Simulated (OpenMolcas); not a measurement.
# C9H20 (2,2,3,4-tetramethylpentane) at TM/3-21G

What is the vertical ionisation energy of C9H20 (2,2,3,4-tetramethylpentane) at TM/3-21G? 

Program for the calculation: OpenMolcas 26.06.

## 1. The structure to begin with

The species is C9H20 (29 atoms), meant as a singlet with charge 0. SMILES: `CC(C)C(C)C(C)(C)C`. The coordinates come from a GFN2-xTB relaxation. This is one conformer, not always the lowest.

Some bond lengths: C1–C2 1.530 Å, C2–C3 1.530 Å, C2–C4 1.550 Å, C4–C5 1.530 Å, C4–C6 1.555 Å, C6–C7 1.535 Å, C6–C8 1.530 Å, C6–C9 1.535 Å, C1–H10 1.085 Å, C1–H11 1.087 Å, C1–H12 1.089 Å, C2–H13 1.093 Å, C3–H14 1.088 Å, C3–H15 1.088 Å, C3–H16 1.088 Å, C4–H17 1.097 Å. Some angles: C1–C2–C3 108.9°, C1–C2–C4 114.9°, C3–C2–C4 109.9°, C2–C4–C5 111.2°, C2–C4–C6 114.2°, C5–C4–C6 113.1°, C4–C6–C7 109.9°, C4–C6–C8 113.2°, C4–C6–C9 109.4°, C7–C6–C8 108.3°.

## 2. Energy and gradient at TM/3-21G

job.inp reads:

```
>>> EXPORT MOLCAS_PRINT=2

&GATEWAY
  BasLib
  $CurrDir
  Coord
  29
  bohr
  C      0.53507595    -1.85578664    -4.06803233
  C     -0.20184165    -2.36812919    -1.31987921
  C     -2.19867745    -4.45895997    -1.26137329
  C     -1.16414688    -0.02830810     0.15728191
  C     -2.66931374     1.74775100    -1.55845713
  C      0.91389045     1.35279824     1.71086355
  C     -0.18995527     3.74112860     2.93134316
  C      3.20193305     2.12280494     0.12058342
  C      1.81062219    -0.36738166     3.86675760
  H      1.85601341    -0.29579883    -4.22523864
  H     -1.11578879    -1.43216674    -5.21296069
  H      1.43216674    -3.53189813    -4.85531113
  H      1.47476116    -3.10062483    -0.36046526
  H     -3.95725658    -3.81067052    -2.10666668
  H     -2.58629807    -5.04651362     0.67028586
  H     -1.55029352    -6.10164220    -2.31487671
  H     -2.50056120    -0.74704653     1.57009785
  H     -4.00990435     0.66461668    -2.67694823
  H     -3.74715683     3.09616508    -0.44818634
  H     -1.44836169     2.78562638    -2.84105205
  H      1.15076762     4.51667220     4.28431148
  H     -0.57455233     5.18924463     1.52844828
  H     -1.93167804     3.31049781     3.93548694
  H      4.19296212     0.47813850    -0.60595958
  H      4.52047055     3.19505445     1.27953356
  H      2.63873797     3.31234975    -1.45656310
  H      3.21897838     0.60592178     5.00533648
  H      2.66324772    -2.09816292     3.16449757
  H      0.23614018    -0.87569909     5.08714273
  Basis
  3-21G
  Group
  NoSym

&SEWARD

&SCF
  KSDFT
  2
  1.0 MGGA_X_TM
  1.0 MGGA_C_TM
  PrOrbitals
  1 1

&ALASKA
```

The basis set 3-21G is read from a file made from the Basis Set Exchange's data (not shown).

On the command line:

```sh
$ export MOLCAS_MEM=1860
$ pymolcas job.inp > job.log
```

The log of the run:

```text
--- Start Module: gateway ---
[...]
--- Stop Module: gateway /rc=_RC_ALL_IS_WELL_ ---
[...]
      Basis functions          121
[...]
--- Start Module: scf ---
[...]
       Convergence after  11 Iterations
[...]
::    Total KS-DFT energy                            -352.9256462335
[...]
      Total spin, S                                     0.0000000000
[...]
      Total electronic charge=   74.000000
      Total            charge=   -0.000000
[...]
      Dipole Moment (debye):
      Origin of the operator (angstrom)=    0.0017   -0.0052    0.0263
                   X=  3.1031E-02               Y=  9.4602E-03               Z=  5.1201E-02           Total=  6.0613E-02
      Quadrupole Moment (debye*angstrom):
[...]
--- Stop Module: scf /rc=_RC_ALL_IS_WELL_ ---
[...]
--- Start Module: alaska ---
[...]
 *              Molecular gradients               *
 **************************************************
  Irreducible representation: a
 ------------------------------------------------------------------------------------------
                              X                       Y                       Z
 ------------------------------------------------------------------------------------------
  C1               -1.02500964316299E-03   -1.29796465058352E-03   -4.49007420169067E-04
  C2               -2.59220908495195E-03    4.45924679126186E-04   -2.34581591901062E-03
  C3               -3.57233698779880E-04    1.00816029598993E-03   -5.70891663261075E-04
  C4               -1.61285934326094E-03   -1.07613148639674E-03   -5.04894987457760E-04
  C5                6.17132058864378E-05    4.16153036626454E-04   -1.06744662358149E-03
  C6                2.87373453578876E-04    3.54457256105389E-04   -2.31388516717335E-04
  C7                1.49745431715642E-05    4.98590753136074E-04    8.76018284891256E-04
  C8                1.91541217007041E-03    1.34772712466402E-03    5.26315674158395E-04
[...]
--- Stop Module: alaska /rc=_RC_ALL_IS_WELL_ ---
[...]
```

It took 98 s on 1 thread of Arm Neoverse V2, shared host; peak memory 0.78 GiB.

## 3. The doublet cation

job.inp reads:

```
* C9H20 Kohn-Sham DFT

&gateway
 baslib=$CurrDir
 coord
 29
 bohr
 C      0.53507595    -1.85578664    -4.06803233
 C     -0.20184165    -2.36812919    -1.31987921
 C     -2.19867745    -4.45895997    -1.26137329
 C     -1.16414688    -0.02830810     0.15728191
 C     -2.66931374     1.74775100    -1.55845713
 C      0.91389045     1.35279824     1.71086355
 C     -0.18995527     3.74112860     2.93134316
 C      3.20193305     2.12280494     0.12058342
 C      1.81062219    -0.36738166     3.86675760
 H      1.85601341    -0.29579883    -4.22523864
 H     -1.11578879    -1.43216674    -5.21296069
 H      1.43216674    -3.53189813    -4.85531113
 H      1.47476116    -3.10062483    -0.36046526
 H     -3.95725658    -3.81067052    -2.10666668
 H     -2.58629807    -5.04651362     0.67028586
 H     -1.55029352    -6.10164220    -2.31487671
 H     -2.50056120    -0.74704653     1.57009785
 H     -4.00990435     0.66461668    -2.67694823
 H     -3.74715683     3.09616508    -0.44818634
 H     -1.44836169     2.78562638    -2.84105205
 H      1.15076762     4.51667220     4.28431148
 H     -0.57455233     5.18924463     1.52844828
 H     -1.93167804     3.31049781     3.93548694
 H      4.19296212     0.47813850    -0.60595958
 H      4.52047055     3.19505445     1.27953356
 H      2.63873797     3.31234975    -1.45656310
 H      3.21897838     0.60592178     5.00533648
 H      2.66324772    -2.09816292     3.16449757
 H      0.23614018    -0.87569909     5.08714273
 basis=3-21G
 group=NoSym

&seward

&scf
 uhf
 charge=1
 spin=2
 ksdft=2
 1.0 MGGA_X_TM
 1.0 MGGA_C_TM
 prorbitals=1 1

&alaska
```

The basis set 3-21G is read from a file made from the Basis Set Exchange's data (not shown).

On the command line:

```sh
$ export MOLCAS_MEM=1860
$ pymolcas job.inp > job.log
```

The log of the run:

```text
--- Start Module: gateway ---
[...]
--- Stop Module: gateway /rc=_RC_ALL_IS_WELL_ ---
[...]
      Basis functions          121
[...]
--- Start Module: scf ---
[...]
       Convergence after  28 Iterations
[...]
::    Total KS-DFT energy                            -352.5842344262
[...]
      Total spin, S                                     0.5005434548
[...]
      Total electronic charge=   73.000000
      Total            charge=    1.000000
[...]
      Dipole Moment (debye):
      Origin of the operator (angstrom)=    0.0017   -0.0052    0.0263
                   X= -2.1999E-01               Y= -1.5641E-01               Z=  7.4052E-02           Total=  2.7990E-01
      Center of Charge (angstrom)
[...]
--- Stop Module: scf /rc=_RC_ALL_IS_WELL_ ---
[...]
--- Start Module: alaska ---
[...]
 *              Molecular gradients               *
 **************************************************
  Irreducible representation: a
 ------------------------------------------------------------------------------------------
                              X                       Y                       Z
 ------------------------------------------------------------------------------------------
  C1                2.06687127058937E-02    4.34086551336810E-03   -3.29205588915151E-02
  C2               -3.47055435970773E-02    6.93448410634234E-04    3.47630937854642E-02
  C3                1.07585602905802E-02   -2.89536160268686E-02   -1.34846000796567E-02
  C4                3.54294059339968E-02   -2.79006739244799E-02    4.28601520182781E-03
  C5               -2.00971696688477E-02    2.32501548327528E-02   -1.31519724282929E-02
  C6               -5.67788526685553E-02    3.17434196219537E-02    2.13475591549184E-03
  C7                1.91420728985638E-02    6.79285344434932E-03    3.92891700862386E-03
  C8                3.85176004749535E-02    1.01860791970885E-02   -8.15604669307346E-03
[...]
--- Stop Module: alaska /rc=_RC_ALL_IS_WELL_ ---
[...]
```

It took 3.2 min on 1 thread of Arm Neoverse V2, shared host; peak memory 0.78 GiB.

## 4. Outcome

At TM/3-21G:

| quantity | value |
| --- | --- |
| singlet C9H20: total energy | -352.92565 Eh |
| singlet C9H20: dipole moment | 0.06 D |
| singlet C9H20: HOMO energy | -6.74 eV |
| singlet C9H20: LUMO energy | 2.02 eV |
| singlet C9H20: HOMO–LUMO gap | 8.76 eV |
| singlet C9H20: largest force on an atom | 0.527 eV/Å |
| doublet cation: total energy | -352.58423 Eh |
| doublet cation: HOMO energy (highest over α and β) | -12.01 eV |
| doublet cation: LUMO energy (lowest over α and β) | -11.81 eV |
| doublet cation: ⟨S²⟩ | 0.751 |
| doublet cation: largest force on an atom | 3.347 eV/Å |
| vertical ionisation energy (to the doublet cation) | 9.290 eV |

What this shows: Removing an electron at fixed nuclei costs 9.29 eV (896 kJ/mol). The largest force (singlet C9H20) is 0.53 eV/Å: the shape isn't a stationary point for this species at this level. −ε(HOMO) before ionisation, 6.74 eV, is 2.55 eV below this ionisation energy. Mulliken charges (doublet cation) run from -0.59 on C5 to +0.29 on H16; they depend strongly on the basis.
